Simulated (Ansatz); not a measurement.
# NbH, space group I4/mmm: an all-electron equation of state

Program: Ansatz 0.2.0, Python API.

`nbh_eos_lapw.py`
```python
'''All-electron equation of state of NbH.'''

import ansatz as az
from ase.eos import EquationOfState
from ase.units import GPa
import numpy as np

vectors0 = np.array([
    [-1.606964, 1.606964, 1.984301],
    [1.606964, -1.606964, 1.984301],
    [1.606964, 1.606964, -1.984301],
])
sites = [
    ('Nb', [0.0, 0.0, 0.0]),
    ('H', [0.5, 0.5, 0.0]),
]


def crystal_on(cell):
    crystal = az.Crystal(lattice=az.Lattice.of(cell))
    for symbol, position in sites:
        crystal = crystal.atom(symbol, position)
    return crystal

volumes, energies = [], []
for scale in np.linspace(0.94, 1.06, 7):
    cell = vectors0 * scale ** (1 / 3)
    base = (
        crystal_on(cell).calculation()
        .mixing('msr1', beta=0.7)
        .occupations('fermi_dirac', width=100 * az.meV)
        .functional('pbesol')
        .scf(max_iterations=60, extra_bands=4)
        .kpoints(13, 13, 13)  # sampling of the Brillouin zone
        .pseudopotentials('all_electron', lapw=True, basis_error=0.001)
    )
    data = base.run(threads=1).report
    volumes.append(abs(np.linalg.det(cell)) / len(sites))
    energies.append(data['free_energy_ev'] / len(sites))
    print(f'{scale:.3f} {volumes[-1]:9.4f} A^3/atom {energies[-1]:16.5f} eV/atom  (estimated basis error {1000 * data["lapw_basis_errors"]["total_ev_per_atom"]:.2f} meV/atom)')
v0, e0, bulk = EquationOfState(volumes, energies, eos='birchmurnaghan').fit()
print(f'V0 = {v0:.4f} A^3/atom, B0 = {bulk / GPa:.1f} GPa')
```

`python nbh_eos_lapw.py` gives:
```text
0.940    9.6334 A^3/atom     -51952.47872 eV/atom  (estimated basis error 0.44 meV/atom)
0.960    9.8383 A^3/atom     -51952.48167 eV/atom  (estimated basis error 0.43 meV/atom)
0.980   10.0433 A^3/atom     -51952.47918 eV/atom  (estimated basis error 0.43 meV/atom)
1.000   10.2483 A^3/atom     -51952.47179 eV/atom  (estimated basis error 0.44 meV/atom)
1.020   10.4532 A^3/atom     -51952.45997 eV/atom  (estimated basis error 0.43 meV/atom)
1.040   10.6582 A^3/atom     -51952.44417 eV/atom  (estimated basis error 0.43 meV/atom)
1.060   10.8631 A^3/atom     -51952.42478 eV/atom  (estimated basis error 0.42 meV/atom)
V0 = 9.8434 A^3/atom, B0 = 203.4 GPa
```

A third-order Birch-Murnaghan fit through the 7 points has its minimum at 9.84 Å³ an atom, 4.0 % below the typed cell, with a bulk modulus of 203 GPa and dB/dP = 4.0. From that minimum the energy rises by 2.9 meV an atom on the compressed side and 56.9 meV on the expanded side. The window is off centre, so dB/dP is rough.

Notes:
- These settings explore the input space; cutoff and mesh may be short of convergence.
- Shape and fractional positions are held along the curve, so the bulk modulus is an upper value where they are free to relax, by a factor of two or more in layered or hydrogen-bonded cells.
- This cell is a computed structure, which may not be the phase found in nature.
- Finished in 2.1 min on 1 thread of Arm Neoverse V2, on a shared host, peak memory 0.48 GiB.
